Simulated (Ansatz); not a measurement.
# GaC (quartet): wave-function methods side by side, aug-cc-pVTZ

Aim: climb from Hartree-Fock through coupled cluster and multireference methods for GaC (quartet) at one geometry and basis, and see what each rung misses.

The runs use Ansatz 0.2.0, Gaussian basis; aug-cc-pVTZ, core rule «outside noble gas», up to 15 orbitals frozen.

Plan: UHF; CCSD(T) on ROHF; CCSD(T) on UHF; BCCD(T) on ROHF; CCSDT(Q) on ROHF; CCSDT(Q) on UHF; CASSCF and MRCISD+Q, 7 electrons in 8 orbitals; CASSCF and NEVPT2, 7 electrons in 8 orbitals.

6 further runs of the same task are left out: 6 set aside as unsound or not needed. Runs told in other sessions of the task aren't counted.

## Step 1: The system

The geometry is a PBE0/def2-TZVPD stationary point (not a proven minimum) of the parent state, kept for this charge and spin. No spin-orbit coupling is included. The filled d shell of Ga may be among the frozen orbitals whatever the setting's name suggests.

2 atoms, charge 0, spin multiplicity 4.

Atoms are counted from 1 here; the program's logs count them from 0.

Bond lengths: C1–Ga2 1.887 Å.

Geometry (Å):

```xyz
2
charge 0, multiplicity 4
C     0.0000    0.0000    0.0000
Ga    0.0000    0.0000    1.8870
```

## Step 2: UHF

The input, in.yaml:

```yaml
crystal:
  periodic: [false, false, false]
  atoms:
    - {symbol: C, position_ang: [0.000000, 0.000000, 0.000000]}
    - {symbol: Ga, position_ang: [0.000000, 0.000000, 1.887000]}
basis:
  gaussian: {orbitals: aug-cc-pVTZ}
magnetization: {spin_polarized: true, initial_magnetization: 3}
hamiltonian: {xc: hf}
output: {orbitals: {seedname: orbitals}}
```

On the command line:

```sh
$ ansatz run in.yaml --threads 1 --pin off --events-out ev --progress --plain --max-ram 3968MiB --backend cpu
```

The runs that follow: CCSD(T) on ROHF; CCSD(T) on UHF; BCCD(T) on ROHF; CCSDT(Q) on ROHF; CCSDT(Q) on UHF; CASSCF and MRCISD+Q, 7 electrons in 8 orbitals; CASSCF and NEVPT2, 7 electrons in 8 orbitals.

Before running them: what should the planned runs give, taken together? Wanted: UCCSDT(Q) from the RHF energy; RMP2 from UCCSDT(Q); UMP2 from UCCSDT(Q); RCCSD from UCCSDT(Q); RCCSD(T) from UCCSDT(Q); UCCSD(T) from UCCSDT(Q); RCCSDT(Q) from UCCSDT(Q); NEVPT2 valence from UCCSDT(Q); MRCISD+Q valence from UCCSDT(Q).

**Answer**, as computed:

```
                         quantity                                        value
    UCCSDT(Q) from the ROHF energy                                   -4.6395 eV
              RMP2 from UCCSDT(Q)                                  +1058.0 meV
              UMP2 from UCCSDT(Q)                                  +1027.4 meV
             RCCSD from UCCSDT(Q)                                   +261.5 meV
          RCCSD(T) from UCCSDT(Q)                                    +61.7 meV
          UCCSD(T) from UCCSDT(Q)                                    +54.7 meV
         RCCSDT(Q) from UCCSDT(Q)                                     +7.4 meV
    NEVPT2 valence from UCCSDT(Q)                                   +652.3 meV
  MRCISD+Q valence from UCCSDT(Q)                                    +37.4 meV
levels within 1 kcal/mol (43 meV)  RCCSDT, UCCSDT, RCCSDT(Q), MRCISD+Q valence
                    T1 diagnostic                                        0.057
   effectively unpaired electrons                                         3.05
```

In words: RCCSD(T) misses by +61.7 meV, 1.3 % of the correlation energy. The occupations are near whole numbers, but T1 = 0.057 shows that the orbitals relax strongly. Of the multireference levels listed MRCISD+Q valence comes nearest in total energy (+37.4 meV), which doesn't show that its space is the better one. These misses are within one basis, not against nature; the frozen cores of restricted and unrestricted runs differ, which can shift their rows.
